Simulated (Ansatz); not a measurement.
# BaPPt: structure and electronic properties

The task, for BaPPt: relax cell and atoms and compute bands, density of states and charges.

Computed with Ansatz 0.2.0 (DFT LDA, scalar-relativistic, plane waves, PAW, unless a step's input says otherwise).

## 1. The structure to begin with

Symmetry: P2_13, No. 198, cubic system. Conventional cell: a = 6.587 Å, b = 6.587 Å, c = 6.587 Å, α = 90.00°, β = 90.00°, γ = 90.00°. Around Ba (site symmetry 3) lie 4 P at 3.15 to 3.30 Å and 7 Pt at 3.30 to 3.65 Å. Around P (site symmetry 3) lie 3 Pt at 2.37 Å and 4 Ba at 3.15 to 3.30 Å. Around Pt (site symmetry 3) lie 3 P at 2.37 Å.

As a file:

```cif
data_structure
_symmetry_space_group_name_H-M 'P2_13'
_symmetry_Int_Tables_number 198
_cell_length_a 6.5872
_cell_length_b 6.5872
_cell_length_c 6.5872
_cell_angle_alpha 90.000
_cell_angle_beta 90.000
_cell_angle_gamma 90.000
_cell_volume 285.82
loop_
_atom_site_label
_atom_site_type_symbol
_atom_site_symmetry_multiplicity
_atom_site_Wyckoff_symbol
_atom_site_fract_x
_atom_site_fract_y
_atom_site_fract_z
_atom_site_occupancy
Ba1 Ba 4 a 0.63895 0.36105 0.86105 1
P1 P 4 a 0.58463 0.91537 0.08463 1
Pt1 Pt 4 a 0.15058 0.34942 0.65058 1
```

Source of the structure: the Materials Project (structure only).

(A quick probe on a coarse mesh, which set the mesh and smearing, is not shown.)

## 3. Relaxing cell and atoms

Contents of input.yaml:

```yaml
crystal:
  lattice:
    - [6.58716757, 0.0, 0.0]
    - [0.0, 6.58716757, 0.0]
    - [0.0, 0.0, 6.58716757]
  atoms:
    - { symbol: Ba, position: [0.63895078, 0.36104922, 0.86104922] }
    - { symbol: Ba, position: [0.36104922, 0.86104922, 0.63895078] }
    - { symbol: Ba, position: [0.13895078, 0.13895078, 0.13895078] }
    - { symbol: Ba, position: [0.86104922, 0.63895078, 0.36104922] }
    - { symbol: P, position: [0.58463334, 0.91536666, 0.08463334] }
    - { symbol: P, position: [0.08463334, 0.58463334, 0.91536666] }
    - { symbol: P, position: [0.91536666, 0.08463334, 0.58463334] }
    - { symbol: P, position: [0.41536666, 0.41536666, 0.41536666] }
    - { symbol: Pt, position: [0.15057656, 0.34942344, 0.65057656] }
    - { symbol: Pt, position: [0.65057656, 0.15057656, 0.34942344] }
    - { symbol: Pt, position: [0.84942344, 0.84942344, 0.84942344] }
    - { symbol: Pt, position: [0.34942344, 0.65057656, 0.15057656] }
basis:
  ecutwfc: 420
kpoints:
  mp_grid: { grid: [6, 6, 6] }
hamiltonian:
  xc: lda
scf:
  occupations: { method: gaussian, width: 0.1 }
output:
  forces: true
  stress: true
  eigenvalues: true
  write_density: true
  write_potential: true
  elf: true
  volumetric_format: npy
relax:
  adjacent_minimum: "off"
  f_tol: 0.005
  max_steps: 80
  cell: { stress_tol: 0.05 }
```

On the command line:

```bash
ansatz run input.yaml --threads 4 --pin off --max-ram 10240MiB --backend cpu --events-out ev --progress --plain --runs-dir out
```

Further runs follow: bands, states and charges.

Q: Predict the outcome of this session. Wanted: relaxed cell; volume; formation energy; gap; states at the Fermi level.

The runs gave:

```
                                                               quantity                                                                      value
                                                           relaxed cell  a = 6.454 Å, b = 6.454 Å, c = 6.454 Å, α = 90.00°, β = 90.00°, γ = 90.00°
                                                   space group (0.01 Å)                                                            P2_13 (No. 198)
                                                                 volume                                                              22.40 Å³/atom
formation energy (elements from runs with the same settings, not shown)                                                              -1.18 eV/atom
                                                                    gap                                                               none (metal)
                                              states at the Fermi level                                                       2.92 per eV per cell
```

What this shows: The relaxed volume is 5.9 % smaller than at the start. It comes out metallic. These runs have no spin-orbit coupling; with Pt it would split and shift bands.
